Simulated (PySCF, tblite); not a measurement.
# C₈H₁₀F₂: geometry, infrared bands and NMR shifts

Wanted: the infrared bands and NMR shifts of C₈H₁₀F₂ (`CC#C[C@@H](F)/C=C/[C@@H](C)F`), by calculation.

Computed with tblite 0.8.0 and PySCF 2.14.0, with density-fitted response routines of our own, on a single molecule in the gas phase. Atoms are numbered from 0 throughout.

**1. Starting geometry**

20 atoms, charge 0, multiplicity 1; geometry from: force field or distance geometry start.

Bonds of the start (Å): C0–C1 1.47, C1–C2 1.20, C2–C3 1.47, C3–F4 1.38, C3–C5 1.50, C5–C6 1.34, C6–C7 1.50, C7–C8 1.51, C7–F9 1.36, C0–H10 1.09, C0–H11 1.10, C0–H12 1.09, C3–H13 1.10, C5–H14 1.09, C6–H15 1.10, C7–H16 1.10, C8–H17 1.09, C8–H18 1.10, C8–H19 1.10.

**2. Relaxing the molecule with GFN2-xTB**

Job settings and geometry (Å):

```
{"job": {"kind": "relax", "xc": "GFN2-xTB", "basis": "xTB"}, "charge": 0, "multiplicity": 1}
C      3.946800     1.296800    -0.506200
C      2.873000     0.299500    -0.436400
C      2.014600    -0.532700    -0.352800
C      0.942800    -1.531400    -0.278000
F      1.035300    -2.143800     0.957000
C     -0.404400    -0.896700    -0.456400
C     -1.374600    -0.856300     0.467600
C     -2.714300    -0.219800     0.275600
C     -2.930700     0.943300     1.215200
F     -2.863600     0.233100    -1.001200
H      4.529000     1.166400    -1.416500
H      3.513400     2.306300    -0.516000
H      4.606300     1.224300     0.363900
H      1.088900    -2.316300    -1.030200
H     -0.577900    -0.430100    -1.423800
H     -1.206100    -1.320200     1.454100
H     -3.498700    -0.974000     0.431300
H     -2.873500     0.632700     2.262400
H     -3.921700     1.394400     1.047000
H     -2.189800     1.735400     1.041900
```

Started as:

```bash
OMP_NUM_THREADS=1 python probes_run.py task.json out
```

One launch serves the whole session: the jobs run in the order shown.

**Question.** This job is followed by: GFN2-xTB harmonic vibrations, gas phase; GIAO PBE0/pcSseg-1 NMR shielding, non-relativistic, gas phase. What will the session give for the following? strongest single infrared mode (GFN2-xTB); zero-point energy (GFN2-xTB); 13C shifts against TMS (PBE0/pcSseg-1); 1H shifts against TMS (PBE0/pcSseg-1, means over atoms taken as alike); 19F shifts against CFCl3 (PBE0/pcSseg-1).

The runs gave:

```
                                                              quantity                                                value
                             strongest single infrared mode (GFN2-xTB)                                  924 cm⁻¹, 62 km/mol
                                          zero-point energy (GFN2-xTB)                                        97.0 kcal/mol
                                13C shifts against TMS (PBE0/pcSseg-1)  136.6, 132.7, 94.1, 92.9, 85.0, 81.1, 24.3, 4.8 ppm
1H shifts against TMS (PBE0/pcSseg-1, means over atoms taken as alike)               6.02, 5.96, 5.94, 5.49, 2.08, 1.44 ppm
                              19F shifts against CFCl3 (PBE0/pcSseg-1)                                   -213.9, -216.7 ppm
```

In words: Over 38 steps the energy fell by 0.076 eV; of the close pairs, C0–C1 changed most, 1.467 to 1.444 Å. The lowest mode is imaginary (22i cm⁻¹), so the xTB geometry is not a minimum. The strongest single mode, at 924 cm⁻¹, is spread over many atoms; the largest shares are those of C3, F4. GFN2-xTB is a fitted tight-binding method: band positions and strengths are rough. Its intensities can rank the bands wrongly. At PBE0/pcSseg-1: Shielding is most anisotropic at C2 (span 264 ppm, paramagnetic term -159 ppm).
